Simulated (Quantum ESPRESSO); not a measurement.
Ta3AsAu2O13:

```
Ta As Au O
1.0
     5.72385   -0.00745   -0.00403
     1.30279    6.25499    0.00561
     0.27574    1.30074    8.36754
Ta As Au O
3 1 2 13
Direct
  0.21713 0.30521 0.58431
  0.03325 0.11123 0.99855
  0.58248 0.62145 0.50482
  0.58707 0.89691 0.83049
  0.58004 0.09228 0.18613
  0.04485 0.82077 0.44682
  0.66201 0.69726 0.71088
  0.51632 0.13418 0.69625
  0.85098 0.88773 0.91932
  0.34466 0.87003 0.94651
  0.73015 0.29240 0.03095
  0.24622 0.21809 0.11075
  0.12900 0.09398 0.49104
  0.48032 0.38887 0.43499
  0.05966 0.26685 0.78594
  0.93330 0.53240 0.45645
  0.49975 0.85161 0.34971
  0.25256 0.62988 0.62473
  0.91878 0.95175 0.22636
```

The cell was built by a generator and needn't be a form met in nature.

Base run:

```yaml
Program: Quantum ESPRESSO 7.5
Functional: PBE
Potentials_or_basis: SSSP 1.3 efficiency PBE
Cutoff: 816 eV
Density_cutoff: 5987 eV
k_mesh: 4 × 4 × 3
Occupations: fermi-dirac, width 0.05 eV
Spin: no spin polarisation
```

Its results: band gap on the k mesh 1.28 eV, indirect (least direct gap 1.33 eV); pressure 1.0 GPa; largest force 0.967 eV/Å.

The run is repeated on the same cell with these changes: potentials or basis from SSSP 1.3 efficiency PBE to PseudoDojo 0.4 FR PBE standard; cutoff from 816 eV to 1143 eV; density cutoff from 5987 eV to 4572 eV; spin from no spin polarisation to spin-orbit coupling, no magnetisation; valence electrons from 160 to 170. What comes out?

Band gap on the k mesh 1.21 eV, indirect (least direct gap 1.25 eV); pressure -0.7 GPa; largest force 0.147 eV/Å.

Caveats: an odd mesh through Γ misses points on the zone boundary, where band edges often lie; spin-orbit coupling is left out, which moves the levels of the heavy elements (some runs).
